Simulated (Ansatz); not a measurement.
**MgGe2 in Ansatz: convergence with smearing width**

Crystal: MgGe2.

```
Ge Mg
1.0
     5.52149   -1.84985    0.00000
     5.52149    1.84985    0.00000
    -3.21762    0.00000    6.00777
Ge Mg
4 2
Direct
  0.53394 0.52977 0.29943
  0.46608 0.47817 0.70364
  0.88063 0.87714 0.98763
  0.11916 0.12319 0.02039
  0.80909 0.81709 0.35203
  0.17874 0.18413 0.65293
```

The cell comes from a database or a generator and needn't be the stable form of this composition.

The cell isn't the ideal one: atoms moved at random, drawn with an rms of 0.05 Å.

- Program: Ansatz 0.2.0
- Task: convergence study
- Functional: PBE
- Potentials or basis: Ansatz PAW
- Cutoff: 420 eV (not typed: the program's choice for these potentials)
- k mesh: 6 × 6 × 3
- Occupations: gaussian, width 0.3 eV
- Spin: no spin polarisation

These are the settings of the first run; the series varies smearing width, with any setting tied to it.

Hardware: 2 threads of Arm Neoverse V2, on a shared host.

The values tried are 0.3 eV, 0.2 eV, 0.15 eV, 0.1 eV, 0.05 eV, 0.025 eV, 0.01 eV, 0.005 eV, loosest first. From which on does the largest force stay within 0.005 eV/Å of the tightest run that finished?

From 0.025 eV on.

| smearing width | energy less the tightest run, at zero smearing (meV/atom) | pressure (GPa) | largest force (eV/Å) | SCF cycles | CPU time (s) | peak memory (GiB) |
| --- | --- | --- | --- | --- | --- | --- |
| 0.3 eV | 0.39 | -0.68 | 0.259 | 8 | 20 | 0.5 |
| 0.2 eV | -0.03 | -0.72 | 0.260 | 8 | 20 | 0.5 |
| 0.15 eV | -0.17 | -0.73 | 0.262 | 8 | 20 | 0.5 |
| 0.1 eV | -0.16 | -0.74 | 0.265 | 8 | 20 | 0.5 |
| 0.05 eV | -0.03 | -0.74 | 0.274 | 8 | 20 | 0.5 |
| 0.025 eV | -0.01 | -0.74 | 0.281 | 8 | 20 | 0.5 |
| 0.01 eV | 0.00 | -0.74 | 0.283 | 8 | 20 | 0.5 |
| 0.005 eV | 0.00 | -0.75 | 0.279 | 7 | 19 | 0.5 |

Against the tightest run, the energy stays within 1 meV/atom from 0.3 eV on; the pressure stays within 0.1 GPa from 0.3 eV on. Narrower smearing needs a denser k mesh, so at a fixed mesh the narrowest width isn't the most accurate. The tightest run that finished is the yardstick and may itself not be fully converged.
